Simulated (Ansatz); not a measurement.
# CH₃ClF₂SSi: basis-set convergence

One table from this session's results is given with a row withheld; the runs are named, their logs left out.

Program: Ansatz 0.2.0, Gaussian basis. Level of theory: one geometry, several basis sets. These are calculated values, not measurements.

Plan: PBE0-D4/def2-SVP; ωB97M-V/def2-SVP; PBE0-D4/def2-QZVPP; ωB97M-V/def2-QZVPP; the functionals' def2-TZVPP values are taken from earlier runs.

### The geometry

The geometry comes from an earlier relaxation with PBE0-D4 in a triple-zeta def2 set; it is a stationary point, not always the lowest conformer.

SMILES `CS[Si](F)(F)Cl`, 9 atoms, charge 0, spin multiplicity 1.

Atoms are counted from 1 here; the program's logs count them from 0.

Bond lengths: C1–S2 1.823 Å, C1–H7 1.089 Å, C1–H8 1.089 Å, C1–H9 1.089 Å, S2–Si3 2.084 Å, Si3–F4 1.582 Å, Si3–F5 1.582 Å, Si3–Cl6 2.017 Å. Angles: S2–C1–H7 111.0°, S2–C1–H8 105.9°, S2–C1–H9 111.0°, H7–C1–H8 109.2°, H7–C1–H9 110.6°, H8–C1–H9 109.2°, C1–S2–Si3 98.5°, S2–Si3–F4 112.0°, S2–Si3–F5 112.0°, S2–Si3–Cl6 109.5°, F4–Si3–F5 104.5°, F4–Si3–Cl6 109.3°, F5–Si3–Cl6 109.3°.

The first run:

Input file in.yaml:

```yaml
crystal:
  periodic: [false, false, false]
  atoms:
    - {symbol: C, position_ang: [-0.041459, -1.563913, 0.047970]}
    - {symbol: S, position_ang: [-0.561642, -0.296074, -1.154864]}
    - {symbol: Si, position_ang: [0.032225, 1.396895, -0.095244]}
    - {symbol: F, position_ang: [-0.672659, 1.490659, 1.317462]}
    - {symbol: F, position_ang: [1.579138, 1.378299, 0.233627]}
    - {symbol: Cl, position_ang: [-0.402220, 3.048043, -1.168366]}
    - {symbol: H, position_ang: [-0.577556, -1.451502, 0.988654]}
    - {symbol: H, position_ang: [-0.301104, -2.522390, -0.399023]}
    - {symbol: H, position_ang: [1.033877, -1.526316, 0.212783]}
basis:
  gaussian: {orbitals: def2-SVP}
hamiltonian: {xc: pbe0, dispersion: d4}
output: {orbitals: {seedname: orbitals}}
```

Steps of the session up to this table: PBE0-D4 in def2-SVP; ωB97M-V in def2-SVP; PBE0-D4 in def2-QZVPP; ωB97M-V in def2-QZVPP.

One of the session's tables, all rows but one given; the rest of the session is left out.

It belongs to the step «Density functionals: the series». 

```
functional       basis  HOMO (eV)  LUMO (eV)
   PBE0-D4    def2-SVP          ?          ?
   PBE0-D4  def2-TZVPP      -7.77      -0.19
   PBE0-D4  def2-QZVPP      -7.79      -0.37
   ωB97M-V    def2-SVP      -9.89       2.29
   ωB97M-V  def2-TZVPP      -9.97       1.72
   ωB97M-V  def2-QZVPP     -10.00       1.25
```

Q: Estimate the row for PBE0-D4, def2-SVP from the others.

The run gave: HOMO (eV): -7.72; LUMO (eV): 0.24. In the column «HOMO (eV)» it is the highest.
